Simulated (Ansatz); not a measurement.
Predict the output of the script below (the Python package of Ansatz (0.2.0)).

`vcrelax_csiro3.py`
```python
import ansatz as az
from ase import Atoms
from ase.data import atomic_numbers
from ase.neighborlist import neighbor_list
import numpy as np
import spglib

def edges_and_angles(cell):
    cell = np.asarray(cell)
    a, b, c = np.linalg.norm(cell, axis=1)
    cosines = cell[1] @ cell[2] / (b * c), cell[0] @ cell[2] / (a * c), cell[0] @ cell[1] / (a * b)
    return (a, b, c, *np.degrees(np.arccos(cosines)))

system = (
    az.Lattice.from_parameters(4.093677, 4.093677, 4.093677, alpha=90.0, beta=90.0, gamma=90.0)
    .atom("Cs", [0.0, 0.0, 0.0])
    .atom("Ir", [0.5, 0.5, 0.5])
    .atom("O", [0.5, 0.5, 0.0])
    .atom("O", [0.5, 0.0, 0.5])
    .atom("O", [0.0, 0.5, 0.5])
)

model = system.calculation()
model = model.functional("r2scan").basis(550, density_ratio=6)
model = model.kpoints(mesh=(7, 7, 7)).occupations(az.OccupationsMethod.FERMI_DIRAC, width=0.01)
model = model.scf(max_iterations=150, extra_bands=8)
model = model.relax(force_tolerance=0.001, cell=True)
model = model.potential()
steps = []


def collect(event):
    if event["event"] == "relax_step":
        steps.append(event["data"])


result = model.session().plan().execute(on_event=collect)
summary = result.report
print("step   energy (eV)     max comp. (eV/A)   P (GPa)  SCF")
for s in steps:
    print(f"{s['step']:4d} {s['lagrangian_ev']:15.5f} {s['allowed_force_max_ev_ang']:12.4f} {s['pressure_gpa']:10.3f} {s['n_scf']:5d}")

first, last = steps[0], steps[-1]
symbols = [site.symbol for site in result.lattice.sites]
print(f"energy gained {first['lagrangian_ev'] - last['lagrangian_ev']:.4f} eV in {len(steps) - 1} steps")
for label, vectors in (("before", first["cell_ang"]), ("after", result.lattice.cell_ang)):
    print(label, "a b c (A) {:.4f} {:.4f} {:.4f}  angles {:.2f} {:.2f} {:.2f}".format(*edges_and_angles(vectors)), f" V = {abs(np.linalg.det(vectors)):.3f} A^3")
print("final stress xx yy zz (GPa, compression positive):", np.round(np.diag(summary["stress_gpa"]), 3) + 0.0)

final = Atoms(symbols, positions=last["positions_ang"], cell=result.lattice.cell_ang, pbc=True)
i, j, d = neighbor_list("ijd", final, 4.5)
print("neighbours within 1.2 times the shortest distance of each atom (A)")
for atom in range(len(final)):
    near = [m for m in np.argsort(d) if i[m] == atom]
    shell = [m for m in near if d[m] < 1.2 * d[near[0]]]
    print(f"{symbols[atom]}{atom} ({len(shell)}):", ", ".join(f"{symbols[j[m]]} {d[m]:.3f}" for m in shell))

print("relaxed fractional positions")
for site in result.lattice.sites:
    print(f"  {site.symbol:2s}", " ".join(f"{v % 1:8.5f}" for v in np.round(site.position_frac, 5)))

fractions = [site.position_frac for site in result.lattice.sites]
numbers = [atomic_numbers[s] for s in symbols]
for tolerance in (1e-3, 1e-2, 1e-1):
    print(f"space group at {tolerance} A:", spglib.get_spacegroup((result.lattice.cell_ang, fractions, numbers), symprec=tolerance))

print(f"free energy      {summary['free_energy_ev']:.5f} eV")
print(f"per atom         {summary['free_energy_ev'] / len(result.lattice.sites):.5f} eV")
print(f"SCF iterations   {summary['n_iterations']}  (converged: {summary['converged']})")

v = result.potential()
line = v.v_es_ev.mean(axis=(0, 1))
print("planar mean of the electrostatic potential along the third grid axis (eV):")
print(np.round(line[:: max(len(line) // 12, 1)], 3))
```

`python vcrelax_csiro3.py` gives:
```text
step   energy (eV)     max comp. (eV/A)   P (GPa)  SCF
   1    -19336.36067       0.0000     -6.844     7
   2    -19336.42472       0.0000      1.632     7
   3    -19336.42727       0.0000     -0.147     5
   4    -19336.42733       0.0000     -0.002     4
   5    -19336.42559       0.0000     -0.005     6
energy gained 0.0649 eV in 4 steps
before a b c (A) 4.0937 4.0937 4.0937  angles 90.00 90.00 90.00  V = 68.603 A^3
after a b c (A) 4.0350 4.0350 4.0350  angles 90.00 90.00 90.00  V = 65.696 A^3
final stress xx yy zz (GPa, compression positive): [-0.005 -0.005 -0.005]
neighbours within 1.2 times the shortest distance of each atom (A)
Cs0 (12): O 2.853, O 2.853, O 2.853, O 2.853, O 2.853, O 2.853, O 2.853, O 2.853, O 2.853, O 2.853, O 2.853, O 2.853
Ir1 (6): O 2.018, O 2.018, O 2.018, O 2.018, O 2.018, O 2.018
O2 (2): Ir 2.018, Ir 2.018
O3 (2): Ir 2.018, Ir 2.018
O4 (2): Ir 2.018, Ir 2.018
relaxed fractional positions
  Cs  0.00000  0.00000  0.00000
  Ir  0.50000  0.50000  0.50000
  O   0.50000  0.50000  0.00000
  O   0.50000  0.00000  0.50000
  O   0.00000  0.50000  0.50000
space group at 0.001 A: Pm-3m (221)
space group at 0.01 A: Pm-3m (221)
space group at 0.1 A: Pm-3m (221)
free energy      -19336.42559 eV
per atom         -3867.28512 eV
SCF iterations   6  (converged: True)
planar mean of the electrostatic potential along the third grid axis (eV):
[ 5.174  6.421  9.371 11.532 10.953  4.993 -1.738 -3.01   2.455  9.66
 11.811 10.33   7.277  5.32 ]
```

Notes:
- These settings explore the input space; cutoff and mesh may be short of convergence.
- Spin is left out of this run.
- Forces vanish by symmetry, so the ions can't move, and the end may be a saddle.
- The mesh is modest for a metal, so energies can be off by several to tens of meV an atom and pressures by half a GPa or more; differences at equal mesh fare better.
- Energies along a relaxation are free energies. Rows at an unchanged volume are solved on a plane-wave basis chosen afresh for that cell, so the energy jumps there and such rows are no steps of the walk.
- Spin-orbit coupling, which matters for elements this heavy, is left out.
- This cell is a computed structure, which may not be the phase found in nature.
- Finished in 29 s on 1 thread of Arm Neoverse V2, on a shared host, peak memory 0.8 GiB.

(Lines on the test bed's own set-up are left out of the output.)
